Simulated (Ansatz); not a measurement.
I need a short molecular-dynamics run of LiMg₃, space group P-6m2. Use Ansatz 0.2.0 through its Python package. Settings: PBEsol, PAW, the default cutoff (420 eV here), 3×3×1 k-points, Fermi-Dirac smearing of 0.05 eV.

```xyz
4
Lattice="3.1462 0.0000 0.0000 -1.5731 2.7247 0.0000 0.0000 0.0000 10.1216" Properties=species:S:1:pos:R:3 pbc="T T T"
Li    1.5731    0.9082    5.0608
Mg    1.5731    0.9082    0.0000
Mg    0.0000    0.0000    7.5159
Mg    0.0000    0.0000    2.6057
```

The script, `limg3.py`:
```python
import warnings

import ansatz
import numpy as np


def main() -> None:
    warnings.simplefilter("ignore", ansatz.DeckWarning)

    system = (
        ansatz.Lattice.from_parameters(3.14617, 3.14617, 10.1216, alpha=90, beta=90, gamma=120)
        .space_group(187)
        .atom("Li", (2 / 3, 1 / 3, 0.5))
        .atom("Mg", (2 / 3, 1 / 3, 0.0))
        .atom("Mg", (0.0, 0.0, 0.74257))
    )

    setup = (
        system.supercell(1, 2, 1).calculation()
        .functional(ansatz.Functional.PBESOL)
        .accuracy("medium")
        .kpoints(mesh=(3, 3, 1), center="gamma")
        .occupations("fermi_dirac", width=0.05)
        .mixing("anderson")
        .eigensolver("auto", full_accuracy=True)
        .scf(tolerance=1e-05)
        .md(ansatz.Ensemble.NPT_LANGEVIN, timestep=0.5, steps=10, temperature=1200, friction=0.02, pressure=0, initial_velocities="maxwell_boltzmann", seed=299)
    )
    steps = []


    def collect(event):
        if event["event"] == "md_step":
            steps.append(event["data"])


    outcome = setup.session().plan().execute(on_event=collect)
    rep = outcome.report

    for s in steps[::1]:
        print("%3d %7.1f fs  total %.4f eV  T %6.1f K" % (s["step"], s["time_fs"], s["lagrangian_ev"] + s["e_kin_ev"], s["temperature_k"]))

    temperature = np.array([s["temperature_k"] for s in steps])
    print(f"mean temperature of the second half {temperature[len(steps) // 2 :].mean():.1f} K")

    print("last positions (A) and velocities (A/fs)")
    for site, xyz, vel in zip(outcome.lattice.sites, steps[-1]["positions_ang"], steps[-1]["velocities_ang_fs"]):
        print(f"{site.symbol:2s}", " ".join(f"{v:8.4f}" for v in xyz), " ", " ".join(f"{v:9.5f}" for v in vel))

    with open("trajectory.xyz", "w") as handle:
        for s in steps[::5]:
            handle.write(f"{len(s['positions_ang'])}\nt = {s['time_fs']} fs\n")
            for site, xyz in zip(outcome.lattice.sites, s["positions_ang"]):
                handle.write("{} {:.4f} {:.4f} {:.4f}\n".format(site.symbol, *xyz))

    track = np.array([s["positions_ang"] for s in steps])
    names = np.array([site.symbol for site in outcome.lattice.sites])
    for name in sorted(set(names)):
        msd = ((track[:, names == name] - track[0, names == name]) ** 2).sum(axis=2).mean(axis=1)
        print(f"mean square displacement of {name} (A^2):", np.round(msd[:: max(len(msd) // 6, 1)], 4))


if __name__ == "__main__":
    main()
```

```console
$ python limg3.py
  0     0.0 fs  total -11876.7157 eV  T 1050.0 K
  1     0.5 fs  total -11876.6158 eV  T 1146.9 K
  2     1.0 fs  total -11876.5043 eV  T 1254.5 K
  3     1.5 fs  total -11876.4578 eV  T 1298.6 K
  4     2.0 fs  total -11876.3110 eV  T 1438.9 K
  5     2.5 fs  total -11876.4028 eV  T 1347.6 K
  6     3.0 fs  total -11876.2984 eV  T 1445.5 K
  7     3.5 fs  total -11876.2966 eV  T 1443.7 K
  8     4.0 fs  total -11876.3694 eV  T 1369.3 K
  9     4.5 fs  total -11876.3085 eV  T 1423.3 K
 10     5.0 fs  total -11876.2928 eV  T 1433.0 K
mean temperature of the second half 1410.4 K
last positions (A) and velocities (A/fs)
Li   1.5946   0.9002   5.0698     0.01039   0.00385   0.00465
Mg   1.5076   0.9286  -0.0276    -0.01473   0.00428  -0.00627
Mg  -0.0525  -0.0069   7.4763    -0.00780  -0.00103  -0.01057
Mg   0.0810  -0.0365   2.5448     0.01643  -0.00796  -0.00894
Li   0.0264   3.7083   5.0668     0.00445   0.01230   0.00086
Mg   0.0166   3.6447   0.0129     0.00371   0.00432   0.00303
Mg  -1.5513   2.7318   7.5308     0.00792   0.00423   0.00025
Mg  -1.5547   2.7150   2.6429     0.00398   0.00089   0.00925
mean square displacement of Li (A^2): [0.     0.     0.0001 0.0003 0.0006 0.001  0.0014 0.0019 0.0024 0.0029
 0.0035]
mean square displacement of Mg (A^2): [0.     0.     0.0001 0.0003 0.0006 0.001  0.0014 0.002  0.0026 0.0033
 0.0041]
```

File `trajectory.xyz` afterwards:
```text
8
t = 0.0 fs
Li 1.5731 0.9082 5.0608
Mg 1.5731 0.9082 0.0000
Mg 0.0000 0.0000 7.5160
Mg 0.0000 0.0000 2.6056
Li 0.0000 3.6329 5.0608
Mg 0.0000 3.6329 0.0000
Mg -1.5731 2.7247 7.5160
Mg -1.5731 2.7247 2.6056
8
t = 2.5 fs
Li 1.5785 0.8996 5.0616
Mg 1.5440 0.9188 -0.0114
Mg -0.0299 -0.0053 7.5020
Mg 0.0390 -0.0157 2.5718
Li 0.0098 3.6741 5.0630
Mg 0.0098 3.6355 0.0062
Mg -1.5663 2.7270 7.5264
Mg -1.5664 2.7173 2.6240
8
t = 5.0 fs
Li 1.5946 0.9002 5.0698
Mg 1.5076 0.9286 -0.0276
Mg -0.0525 -0.0069 7.4763
Mg 0.0810 -0.0365 2.5448
Li 0.0264 3.7083 5.0668
Mg 0.0166 3.6447 0.0129
Mg -1.5513 2.7318 7.5308
Mg -1.5547 2.7150 2.6429
```

These settings explore the input space; cutoff and mesh may be short of convergence. The mesh is modest for a metal, so energies can be off by several to tens of meV an atom and pressures by half a GPa or more; differences at equal mesh fare better. The program warned that this SCF threshold is loose for forces or stresses. The structure comes from a database of computed cells and needn't be a stable or known phase. A small cell, a coarse mesh and a very short run: it shows the set-up and gives no equilibrium averages. The script silences the warnings on its input, which a real study should read. Wall time of the script: 47 s on 1 thread of Intel(R) Xeon(R) Processor @ 2.50GHz (Skylake/Cascade Lake), on a shared host, peak memory 0.47 GiB.

(Lines on the test bed's own set-up are left out of the output.)
